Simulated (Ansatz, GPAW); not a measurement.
## A script for PtS₂ (PBE in single-zeta orbitals)

These are simulated results from GPAW 26.7.0, not measurements. The cell began as a measured structure and was relaxed with r2SCAN+rVV10 in plane waves (Ansatz 0.2.0). All runs are without spin polarisation.

Space group P-3m1 (No. 164), trigonal; conventional cell a = 3.553 Å, c = 5.123 Å, 18.66 Å³ an atom. Pt has 6 S at 2.39 Å; S has 3 Pt at 2.39 Å.

The basis is minimal: single zeta, one radial function for each shell that the log's basis lists. It describes the filled bands fairly and the empty ones poorly.

The script, run.py:

```python
import json
from ase import Atoms
from gpaw import GPAW, PW, FermiDirac

atoms = Atoms(['Pt', 'S', 'S'],
              cell=[[3.5526241, 0.0, 0.0], [-1.77631205, 3.07666272, 0.0], [0.0, 0.0, 5.1228306]],
              scaled_positions=[[0.0, 0.0, 0.0], [0.333333333, 0.666666667, 0.239254218], [0.666666667, 0.333333333, 0.760745782]],
              pbc=True)
calc = GPAW(mode='lcao', basis='sz(dzp)', h=0.2, xc='PBE', kpts={'size': (6, 6, 4), 'gamma': True},
            occupations=FermiDirac(0.02), maxiter=100, legacy_gpaw=True, txt='gpaw.txt')
atoms.calc = calc
res = {'energy': atoms.get_potential_energy(force_consistent=True)}
res['electrons'] = calc.get_number_of_electrons()
res['k'] = calc.get_ibz_k_points().tolist()
res['levels'] = [calc.get_eigenvalues(kpt=i).tolist() for i in range(len(res['k']))]
points = [[0.0, 0.0, 0.0], [0.5, 0.0, 0.0], [0.333333, 0.333333, 0.0], [0.0, 0.0, 0.5], [0.5, 0.0, 0.5], [0.333333, 0.333333, 0.5], [0.0, 0.169271, 0.1875], [0.0, 0.28125, 0.299479], [0.0, 0.25, 0.333333]]
bands = calc.fixed_density(kpts=points, symmetry='off', txt='bands.txt')
res['points'] = [bands.get_eigenvalues(kpt=i).tolist() for i in range(len(points))]
json.dump(res, open('results.json', 'w'))
print('free energy (eV):', round(res['energy'], 5))
```

Command: `python run.py`. It took 18 s on 1 thread of Arm Neoverse V1 (shared host), peak memory 0.16 GiB.

The log gpaw.txt, trimmed of paths, versions and times, then the last line on the terminal. An iter line gives the energy in eV and the logarithms of the changes of orbitals (plane waves alone) and density (c: converged):

```
___ ___ ___ _ _ _
 |   |   |_  | | | |

 | | | | | . | | | |

 |__ |  _|___|_____|  26.7.0
 |___|_|

Input parameters:
  basis: sz(dzp)
  h: 0.2
  kpts: {gamma: True,
         size: (6, 6, 4)}
  maxiter: 100
  mode: lcao
  occupations: {fixmagmom: False,
                name: fermi-dirac,
                width: 0.02}
  xc: PBE

System changes: positions, numbers, cell, pbc, initial_charges, initial_magmoms

Initialize ...

species:
  Pt:
    name:    Platinum
    Z:       78.0
    valence: 16
    core:    62
    charge:  0.0  # [|e|]
    compensation charges:
      type: gauss
      rc: 0.41  # [Å]
      lmax: 2
    cutoffs:
      filter: 2.26  # [Å]
      core: 2.26  # [Å]
    projectors
    | kind |    occ | energy [eV] | rcut [Å] |

    |------|--------|-------------|----------|

    |   6s |  1.000 |      -5.628 |    1.307 |

    |   5p |  6.000 |     -56.051 |    1.371 |

    |   6p |  0.000 |      -0.845 |    1.371 |

    |   5d |  9.000 |      -6.153 |    1.307 |

    |    s |        |      21.583 |    1.307 |

    |    d |        |      21.058 |    1.307 |

    LCAO basis set for Pt:
      Name: sz(dzp)
      Number of radial functions: 4
      Number of spherical harmonics: 12
        l=0, rc=8.5938 Bohr: 6s-sz confined orbital
        l=1, rc=3.5781 Bohr: 5p-sz confined orbital
        l=1, rc=13.6250 Bohr: 6p-sz confined orbital
        l=2, rc=6.0938 Bohr: 5d-sz confined orbital
      Number of RI-basis functions 0

  S:
    name:    Sulfur
    Z:       16.0
    valence: 6
    core:    10
    charge:  0.0  # [|e|]
    compensation charges:
      type: gauss
      rc: 0.24  # [Å]
      lmax: 2
    cutoffs:
      filter: 1.77  # [Å]
      core: 1.66  # [Å]
    projectors
    | kind |    occ | energy [eV] | rcut [Å] |

    |------|--------|-------------|----------|

    |   3s |  2.000 |     -17.254 |    0.974 |

    |   3p |  4.000 |      -7.008 |    0.979 |

    |    s |        |       9.957 |    0.974 |

    |    p |        |      20.203 |    0.979 |

    |    d |        |       0.000 |    0.900 |

    LCAO basis set for S:
      Name: sz(dzp)
      Number of radial functions: 2
      Number of spherical harmonics: 4
        l=0, rc=5.5156 Bohr: 3s-sz confined orbital
        l=1, rc=6.9375 Bohr: 3p-sz confined orbital
      Number of RI-basis functions 0

Reference energy: -522090.602563  # eV

Spin-paired calculation

Convergence criteria:
 Maximum [total energy] change in last 3 cyles: 0.0005 eV / valence electron
 Maximum integral of absolute [dens]ity change: 0.0001 electrons / valence electron
 Maximum integral of absolute [eigenst]ate change: 4e-08 eV^2 / valence electron
 Maximum number of scf [iter]ations: 100
 (Square brackets indicate name in SCF output, whereas a 'c' in
 the SCF output indicates the quantity has converged.)

Symmetries present (total): 12

  ( 1  1  0)  ( 1  1  0)  ( 1  0  0)  ( 1  0  0)  ( 0  1  0)  ( 0  1  0)
  ( 0 -1  0)  (-1  0  0)  ( 0  1  0)  (-1 -1  0)  ( 1  0  0)  (-1 -1  0)
  ( 0  0  1)  ( 0  0 -1)  ( 0  0  1)  ( 0  0 -1)  ( 0  0 -1)  ( 0  0  1)

  ( 0 -1  0)  ( 0 -1  0)  (-1  0  0)  (-1  0  0)  (-1 -1  0)  (-1 -1  0)
  ( 1  1  0)  (-1  0  0)  ( 1  1  0)  ( 0 -1  0)  ( 1  0  0)  ( 0  1  0)
  ( 0  0 -1)  ( 0  0  1)  ( 0  0  1)  ( 0  0 -1)  ( 0  0  1)  ( 0  0 -1)

144 k-points: 6 x 6 x 4 Monkhorst-Pack grid + [1/12,1/12,1/8]
24 k-points in the irreducible part of the Brillouin zone
       k-points in crystal coordinates                weights
   0:     0.00000000    0.00000000    0.00000000          1/144
   1:     0.00000000    0.00000000    0.25000000          2/144
   2:     0.00000000    0.00000000    0.50000000          1/144
   3:     0.16666667    0.00000000   -0.25000000          6/144
   4:     0.16666667    0.00000000    0.00000000          6/144
   5:     0.16666667    0.00000000    0.25000000          6/144
   6:     0.16666667    0.00000000    0.50000000          6/144
   7:     0.33333333   -0.16666667    0.00000000          6/144
   8:     0.33333333   -0.16666667    0.25000000         12/144
   9:     0.33333333   -0.16666667    0.50000000          6/144
          ...
  23:     0.50000000    0.50000000    0.50000000          3/144

Wave functions: LCAO
  Diagonalizer: Serial LAPACK
  Atomic Correction: dense with blas
  Data-type: complex

Occupation numbers: Fermi-Dirac:
  width: 0.0200  # eV

Eigensolver
   LCAO using direct dense diagonalizer

Densities:
  Coarse grid: 16*16*24 grid
  Fine grid: 32*32*48 grid
  Total Charge: 0.000000

Density mixing:
  Method: separate
  Backend: msr1
  Linear mixing parameter: 0.05
  old densities: 10
  Width of damping distribution: 1.1
  Damping of long wavelength oscillations: 20

Hamiltonian:
  XC and Coulomb potentials evaluated on a 32*32*48 grid
  Using the PBE Exchange-Correlation functional
  Interpolation: tri-quintic (5. degree polynomial)
  Poisson solver: FastPoissonSolver using
    Stencil: 8*3+1=25 point O(h^6) finite-difference Laplacian
    FFT axes: [np.int64(0), np.int64(1), np.int64(2)]
    FST axes: []

XC parameters: PBE with 2 nearest neighbor stencil

Memory estimate:
  Process memory now: 113.25 MiB
  Calculator: 19.26 MiB
    Density: 11.22 MiB
      Arrays: 1.22 MiB
      Localized functions: 9.06 MiB
      Mixer: 0.94 MiB
    Hamiltonian: 1.43 MiB
      Arrays: 0.80 MiB
      XC: 0.00 MiB
      Poisson: 0.00 MiB
      vbar: 0.64 MiB
    Wavefunctions: 6.61 MiB
      C [qnM]: 0.15 MiB
      S, T [2 x qmm]: 0.29 MiB
      P [aqMi]: 0.02 MiB
      BasisFunctions: 6.15 MiB
      Eigensolver: 0.00 MiB

Total number of cores used: 1

Number of atoms: 3
Number of atomic orbitals: 20
Number of bands in calculation: 20
Number of valence electrons: 28
Bands to converge: occupied
Positions:
   0 Pt     0.000000    0.000000    0.000000    ( 0.0000,  0.0000,  0.0000)
   1 S     -0.000000    2.051108    1.225659    ( 0.0000,  0.0000,  0.0000)
   2 S      1.776312    1.025554    3.897172    ( 0.0000,  0.0000,  0.0000)

Unit cell:
           periodic     x           y           z      points  spacing
  1. axis:    yes    3.552624    0.000000    0.000000    16     0.1923
  2. axis:    yes   -1.776312    3.076663    0.000000    16     0.1923
  3. axis:    yes    0.000000    0.000000    5.122831    24     0.2135

  Lengths:   3.552624   3.552624   5.122831
  Angles:   90.000000  90.000000 120.000000

Effective grid spacing dv^(1/3) = 0.2089

iter:   1   -13.568462        c
iter:   2   -13.223779        c -1.32
iter:   3   -12.345020        c -1.37
iter:   4   -12.280277        c -1.74
iter:   5   -12.277890        c -2.57
iter:   6   -12.277554c       c -2.94
iter:   7   -12.277537c       c -3.64
iter:   8   -12.277535c       c -4.15c

Converged after 8 iterations.

Energy contributions relative to reference atoms: (reference = -522090.602563)

Kinetic:        +19.239298
Potential:      -18.122762
External:        +0.000000
XC:             -13.572833
Entropy (-ST):   -0.000000
Local:           +0.178762
SIC:             +0.000000
--------------------------
Free energy:    -12.277535
Extrapolated:   -12.277535

Showing only first 2 kpts
 Kpt  Band  Eigenvalues  Occupancy
  0    12      5.96546    2.00000
  0    13      7.12479    2.00000
  0    14      9.38041    0.00000
  0    15      9.38174    0.00000

  1    12      5.85413    2.00000
  1    13      6.60578    2.00000
  1    14      9.56906    0.00000
  1    15      9.57045    0.00000

Fermi level: 7.52874

Gap: 0.789 eV
Transition (v -> c):
  (s=0, k=3, n=13, [0.17, 0.00, -0.25]) -> (s=0, k=10, n=14, [0.33, 0.00, -0.25])
Direct/indirect transitions are different
Direct gap: 1.366 eV
Transition at: (s=0, k=10, n=13, [0.33, 0.00, -0.25])

free energy (eV): -12.27754
```

The gap in the log is over the mesh alone; results.json adds the listed points. PBE in single-zeta orbitals gives a gap of 0.59 eV. On the same cell, plane-wave PBE (Ansatz, 12×12×6 k points and the special points) gives a gap of 0.62 eV and r2SCAN a gap of 0.79 eV; on shared hosts these took about 6.3 and 15 core-seconds on the 3-atom cell, against 18 for the script. Spin-orbit coupling, left out in all these runs, can cut or reorder the gap by tenths of an eV, up to about 1 eV with Pb or Bi.

No spin-orbit coupling is included; it can move band edges with weight on the heavy atoms by tenths of an eV.
